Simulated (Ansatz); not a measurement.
# CH9N3OSi: small, medium and large basis sets

How large a basis does CH9N3OSi need? Two functionals are run in growing sets.

Program: Ansatz 0.2.0, Gaussian basis. Level of theory: one geometry, several basis sets. These are calculated values, not measurements.

Levels to be run: PBE0-D4/def2-SVP; ωB97M-V/def2-SVP; PBE0-D4/def2-QZVPP; ωB97M-V/def2-QZVPP; the functionals' def2-TZVPP values are taken from earlier runs.

## Step 1: The relaxed structure

All runs share one geometry, relaxed beforehand with PBE0-D4 in a triple-zeta def2 set.

SMILES `CO[Si](N)(N)N`, 15 atoms, charge 0, spin multiplicity 1.

Atoms are counted from 1 here; the program's logs count them from 0.

Bond lengths: C1–O2 1.404 Å, C1–H7 1.092 Å, C1–H8 1.096 Å, C1–H9 1.097 Å, O2–Si3 1.646 Å, Si3–N4 1.717 Å, Si3–N5 1.708 Å, Si3–N6 1.705 Å, N4–H10 1.007 Å, N4–H11 1.007 Å, N5–H12 1.006 Å, N5–H13 1.005 Å, N6–H14 1.006 Å, N6–H15 1.005 Å. Angles: O2–C1–H7 108.5°, O2–C1–H8 111.8°, O2–C1–H9 111.3°, H7–C1–H8 108.6°, H7–C1–H9 108.3°, H8–C1–H9 108.2°, C1–O2–Si3 123.4°, O2–Si3–N4 105.8°, O2–Si3–N5 100.9°, O2–Si3–N6 119.4°, N4–Si3–N5 122.5°, N4–Si3–N6 103.2°, N5–Si3–N6 106.4°, Si3–N4–H10 119.7°, Si3–N4–H11 119.8°, H10–N4–H11 111.0°, Si3–N5–H12 119.3°, Si3–N5–H13 121.3° and more.

## Step 2: PBE0-D4 in def2-SVP

Contents of in.yaml:

```yaml
crystal:
  periodic: [false, false, false]
  atoms:
    - {symbol: C, position_ang: [0.212081, -0.951558, 1.938875]}
    - {symbol: O, position_ang: [0.446781, 0.207901, 1.182956]}
    - {symbol: Si, position_ang: [0.000542, 0.369152, -0.393047]}
    - {symbol: N, position_ang: [0.802627, -0.892362, -1.237056]}
    - {symbol: N, position_ang: [0.351642, 2.018940, -0.659702]}
    - {symbol: N, position_ang: [-1.633237, 0.149092, -0.826328]}
    - {symbol: H, position_ang: [0.705295, -0.840085, 2.907060]}
    - {symbol: H, position_ang: [0.607179, -1.846946, 1.445633]}
    - {symbol: H, position_ang: [-0.859648, -1.102815, 2.114677]}
    - {symbol: H, position_ang: [1.774436, -1.078791, -1.049992]}
    - {symbol: H, position_ang: [0.580470, -1.069214, -2.202848]}
    - {symbol: H, position_ang: [1.035219, 2.476259, -0.080347]}
    - {symbol: H, position_ang: [0.311099, 2.418621, -1.581387]}
    - {symbol: H, position_ang: [-2.315884, 0.857157, -0.617291]}
    - {symbol: H, position_ang: [-2.040402, -0.766150, -0.911902]}
basis:
  gaussian: {orbitals: def2-SVP}
hamiltonian: {xc: pbe0, dispersion: d4}
output: {orbitals: {seedname: orbitals}}
```

Run with:

```console
ansatz run in.yaml --threads 4 --pin off --events-out ev --progress --plain --max-ram 11315MiB
```

Further steps of the session: ωB97M-V in def2-SVP; PBE0-D4 in def2-QZVPP; ωB97M-V in def2-QZVPP.

Before running them: what should the planned runs give, taken together? Wanted: PBE0-D4: double and triple zeta above quadruple; ωB97M-V: double and triple zeta above quadruple.

As calculated:

| quantity | value |
| --- | --- |
| PBE0-D4: double and triple zeta above quadruple | 13.24, 0.77 eV |
| ωB97M-V: double and triple zeta above quadruple | 13.52, 0.72 eV |

What this shows: PBE0-D4 gains 12.48 eV from double to triple zeta, then 0.77 eV more. Total energies overstate the basis error of differences, where much of it tends to cancel. The LUMO of ωB97M-V is positive and keeps falling with the basis (3.24 to 1.51 eV): an unbound level that the basis holds in place.
